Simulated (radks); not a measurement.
# Tc³⁺ in [Kr] 4d4: an all-electron calculation

Aim: the levels, the sizes of the orbitals and the parts of the energy of the technetium ion Tc3+.

The numbers are computed with radks (a radial shooting solver on a logarithmic mesh, Libxc functionals) version 1 (scalar-relativistic Kohn-Sham, PBE, spin-unpolarised, spherical densities, finite nucleus), except any that are marked as measured or tabulated.

### Step 1. The atom as given

| Item | Value |
| --- | --- |
| element | technetium (Z = 43) |
| charge | +3 |
| electrons | 40 |
| configuration | [Kr] 4d4 |
| nuclear rms radius | 4.4112 fm |

The outer shells:

Tc³⁺
```
[Kr] core
4d [↑ ][↑ ][↑ ][↑ ][  ]
```

### Step 2. The run

The run's settings:

```text
Z 43
configuration [Kr] 4d4
relativity scalar-relativistic
functional pbe,pbe
spin unpolarised
nucleus finite rms 4.4112 fm
c 137.035999084
```

Launch:

```console
> python run_ks.py task.json out
```

The same process makes all the runs of this session.

**Question.** What will this run give?

The runs gave:

| quantity | value |
| --- | --- |
| total energy | -4283.62742 hartree |
| exchange-correlation share of it | 2.97 % |
| −T/E | 1.0326 |
| highest occupied level | 4d, -35.154 eV |
| most extended occupied level | 4d, <r> = 1.52 bohr |
| radius at density 0.001 e/bohr³ | 3.27 bohr |
| maxima of the radial density | 4 |
| ionisation energy, NIST | 41 (theory) eV |

What this shows: The radial density shows 4 maxima for 4 occupied principal shells. Relativity lifts −T/E to 1.033. The top level binds by 35.154 eV, 86 % of the NIST ionisation energy of 41 eV; the potential of a semilocal functional falls off too fast, so its top eigenvalue is too shallow. Spin polarisation and multiplet splitting are left out.
